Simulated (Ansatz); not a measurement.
**HfB: the crystal squeezed far**

One table from this session's results is given with a row withheld; the runs are named, their logs left out.

Program: Ansatz 0.2.0. Level of theory: DFT, PBE, PAW with Ansatz's default frozen-core files, scalar-relativistic. These are calculated values, not measurements.

1 further run of the same task is left out (set aside as unsound or not needed).

### The starting structure

Symmetry: Fm-3m, No. 225, cubic system. Conventional cell: a = 4.620 Å, b = 4.620 Å, c = 4.620 Å, α = 90.00°, β = 90.00°, γ = 90.00°. Hf (site symmetry m-3m) is surrounded by 6 B at 2.31 Å. B (site symmetry m-3m) is surrounded by 6 Hf at 2.31 Å.

Structure file:

```
CELL_PARAMETERS angstrom
0.00000 2.31000 2.31000
2.31000 0.00000 2.31000
2.31000 2.31000 0.00000
ATOMIC_POSITIONS crystal
Hf 0.50000 0.50000 0.50000
B 0.00000 0.00000 0.00000
```

Whether this phase is the stable one at these pressures isn't tested.

Atoms are numbered in the order of the input: Hf1, B2.

The first run:

input.yaml reads:

```yaml
crystal:
  lattice:
    - [0.0, 2.31, 2.31]
    - [2.31, 0.0, 2.31]
    - [2.31, 2.31, 0.0]
  atoms:
    - { symbol: Hf, position: [0.5, 0.5, 0.5] }
    - { symbol: B, position: [0.0, 0.0, 0.0] }
kpoints:
  mp_grid: { grid: [13, 13, 13] }
scf:
  occupations: { method: fermi_dirac, width: 0.05 }
hamiltonian:
  xc: pbe
  pseudopotentials: { kind: paw }
output:
  forces: true
  stress: true
relax:
  f_tol: 0.01
  max_steps: 30
```

Command:

```bash
ansatz run input.yaml --threads 1 --pin off --max-ram 2048MiB --backend cpu --events-out ev --progress --plain --runs-dir out
```

Steps of the session up to this table: Atoms relaxed at the given volume, PAW; Volume scaled by 1, PAW; Atoms relaxed at 0.7 of the volume, PAW; Volume scaled by 0.7, PAW; Atoms relaxed at 0.6 of the volume, PAW; Volume scaled by 0.6, PAW; Atoms relaxed at 0.55 of the volume, PAW; Volume scaled by 0.55, PAW.

One table of the session follows, with a row left open; its other results are not shown here.

| method | volume over the first | volume (Å³/atom) | pressure (GPa) |
| --- | --- | --- | --- |
| PAW | 1 | 12.326 | 29.71 |
| PAW | 0.7 | 8.628 | 203.18 |
| PAW | 0.6 | ? | ? |
| PAW | 0.55 | 6.780 | 433.54 |

**Question.** Estimate the row for PAW, 0.6.

The run gave: volume (Å³/atom): 7.396; pressure (GPa): 343.45. In the column «volume (Å³/atom)» it lies between PAW, 0.55 (6.780) and PAW, 0.7 (8.628).

Caveats from the session: A fit over so wide a range leans to the high pressures, so B₀ can be off by several per cent. Spin-orbit coupling is left out, though the cell holds Hf; in elements this heavy it can shift bands and gaps by tenths of an eV. Warnings in the runs' records: stress scf threshold loose, gradients without spin orbit.
